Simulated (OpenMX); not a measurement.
Crystal: HfGe.

```xyz
2
Lattice="3.9335 0.0000 0.0000 -1.9668 3.4065 0.0000 0.0000 0.0000 3.5096" Properties=species:S:1:pos:R:3 pbc="T T T"
Hf    0.0000    0.0000    1.7548
Ge    0.0000    2.2710    1.7548
```

The cell was built by a generator and needn't be a form met in nature.

Base run:

```yaml
Program: OpenMX 3.8.5
Functional: LDA
Potentials_or_basis: OpenMX 2013 LDA set, Hf7.0-s3p2d2f1, Ge7.0-s3p2d2, grid cutoff 400 Ry
k_mesh: 7 × 7 × 7
Occupations: fermi-dirac, width 0.05 eV
Spin: no spin polarisation
```

Its results: pressure 32.3 GPa; largest force 0.006 eV/Å.

Task: The run is repeated on the same cell with these changes: functional from LDA to PBE; potentials or basis from OpenMX 2013 LDA set, Hf7.0-s3p2d2f1, Ge7.0-s3p2d2, grid cutoff 400 Ry to OpenMX 2013 PBE set, Hf7.0-s3p2d2f1, Ge7.0-s3p2d2, grid cutoff 400 Ry. What comes out?

Result: Pressure 39.2 GPa; largest force 0.012 eV/Å.

Caveats: a pressure of tens of GPa on the cell as given is suspect, and the run, the potentials or the cell itself is likely at fault; the basis of atomic orbitals isn't converged, which shifts pressures, moduli and gaps.
